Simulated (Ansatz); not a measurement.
**CH₆O₃Sn: basis-set convergence**

Aim: see how fast density functionals converge with the basis set for CH₆O₃Sn.

Computed with Ansatz 0.2.0, Gaussian basis. Level: one geometry, several basis sets.

Levels to be run: PBE0-D4/def2-SVP; ωB97M-V/def2-SVP; PBE0-D4/def2-QZVPP; ωB97M-V/def2-QZVPP; the functionals' def2-TZVPP values are taken from earlier runs.

### 1 The relaxed structure

The geometry comes from an earlier relaxation with PBE0-D4 in a triple-zeta def2 set; it is a stationary point, not always the lowest conformer. Sn takes the def2 core potential; no spin-orbit term is included.

SMILES `[CH3][Sn]([OH])([OH])[OH]`, 11 atoms, charge 0, spin multiplicity 1.

Atoms are counted from 1 here; the program's logs count them from 0.

Bond lengths: C1–Sn2 2.109 Å, C1–H6 1.089 Å, C1–H7 1.089 Å, C1–H8 1.089 Å, Sn2–O3 1.959 Å, Sn2–O4 1.959 Å, Sn2–O5 1.959 Å, O3–H9 0.961 Å, O4–H10 0.961 Å, O5–H11 0.961 Å. Angles: Sn2–C1–H6 109.0°, Sn2–C1–H7 108.9°, Sn2–C1–H8 109.1°, H6–C1–H7 109.9°, H6–C1–H8 109.9°, H7–C1–H8 109.9°, C1–Sn2–O3 112.5°, C1–Sn2–O4 112.6°, C1–Sn2–O5 112.6°, O3–Sn2–O4 106.2°, O3–Sn2–O5 106.2°, O4–Sn2–O5 106.2°, Sn2–O3–H9 111.8°, Sn2–O4–H10 111.8°, Sn2–O5–H11 111.8°.

### 2 PBE0-D4 in def2-SVP

The input, in.yaml:

```yaml
crystal:
  periodic: [false, false, false]
  atoms:
    - {symbol: C, position_ang: [-1.623700, 0.828716, 0.155808]}
    - {symbol: Sn, position_ang: [0.247149, -0.128288, -0.021139]}
    - {symbol: O, position_ang: [0.622158, -1.326629, 1.483053]}
    - {symbol: O, position_ang: [1.738154, 1.140977, -0.094167]}
    - {symbol: O, position_ang: [0.381928, -1.224158, -1.639912]}
    - {symbol: H, position_ang: [-1.493872, 1.764478, 0.697485]}
    - {symbol: H, position_ang: [-2.014271, 1.028212, -0.840960]}
    - {symbol: H, position_ang: [-2.307578, 0.177885, 0.698679]}
    - {symbol: H, position_ang: [1.491550, -1.166244, 1.859573]}
    - {symbol: H, position_ang: [2.326572, 0.958982, -0.831713]}
    - {symbol: H, position_ang: [0.697213, -2.110931, -1.446106]}
basis:
  gaussian: {orbitals: def2-SVP}
hamiltonian: {xc: pbe0, dispersion: d4}
output: {orbitals: {seedname: orbitals}}
```

The run is started by

```console
> ansatz run in.yaml --threads 4 --pin off --events-out ev --progress --plain --max-ram 10444MiB
```

The runs that follow: ωB97M-V in def2-SVP; PBE0-D4 in def2-QZVPP; ωB97M-V in def2-QZVPP.

Q: Predict the results of all the runs planned. Wanted: PBE0-D4: double and triple zeta above quadruple; ωB97M-V: double and triple zeta above quadruple.

The runs gave:

| quantity | value |
| --- | --- |
| PBE0-D4: double and triple zeta above quadruple | 10.36, 0.52 eV |
| ωB97M-V: double and triple zeta above quadruple | 10.62, 0.50 eV |

PBE0-D4 gains 9.84 eV from double to triple zeta, then 0.52 eV more. Total energies overstate the basis error of differences, where much of it tends to cancel. The LUMO of ωB97M-V is positive and keeps falling with the basis (1.55 to 0.65 eV): an unbound level that the basis holds in place.
